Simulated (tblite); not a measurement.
# CH9B2NP2: the cost of one run

The runs use tblite 0.8.0 and PySCF 2.14.0, with density-fitted response routines of our own; the level of theory stands in each step. All values are computed, except where a source is named. Atoms count from 0, in the outputs and in this text.

### Step 1. Starting geometry

15 atoms, charge 0, multiplicity 1; geometry from: force field or distance geometry start.

Bonds of the start (Å): C0–N1 1.44, N1–B2 1.53, B2–P3 1.91, P3–B4 1.93, B4–P5 1.93, C0–H6 1.12, C0–H7 1.12, C0–H8 1.12, N1–H9 1.02, B2–H10 1.19, P3–H11 1.43, B4–H12 1.20, P5–H13 1.47, P5–H14 1.46.

### Step 2. Geometry optimisation with GFN2-xTB

What the job is given:

```
{"job": {"kind": "relax", "xc": "GFN2-xTB", "basis": "xTB"}, "charge": 0, "multiplicity": 1}
C     -2.880600     0.130900     0.016900
N     -1.941600    -0.748100    -0.641000
B     -0.643800    -0.724800     0.166300
P      1.087000    -1.044500    -0.567300
B      2.140300     0.548800    -0.264600
P      3.652600     0.305400     0.912200
H     -3.840600    -0.391600     0.250400
H     -3.070400     1.059100    -0.581200
H     -2.412900     0.414000     0.997700
H     -1.815100    -0.551400    -1.636200
H     -0.703000    -0.184300     1.224800
H      1.083900    -1.458200    -1.938400
H      1.622200     1.625600    -0.308300
H      4.580600    -0.613800     0.248600
H      3.136700    -0.370400     2.098300
```

On the command line:

```bash
$ OMP_NUM_THREADS=1 python probes_run.py task.json out
```

The driver reads the jobs from task.json and runs them one after another.

Q: Estimate the wall time and peak memory of this first job on 1 thread of Arm Neoverse N1, shared host.

About 1.1 s, with a peak of 0.18 GiB.
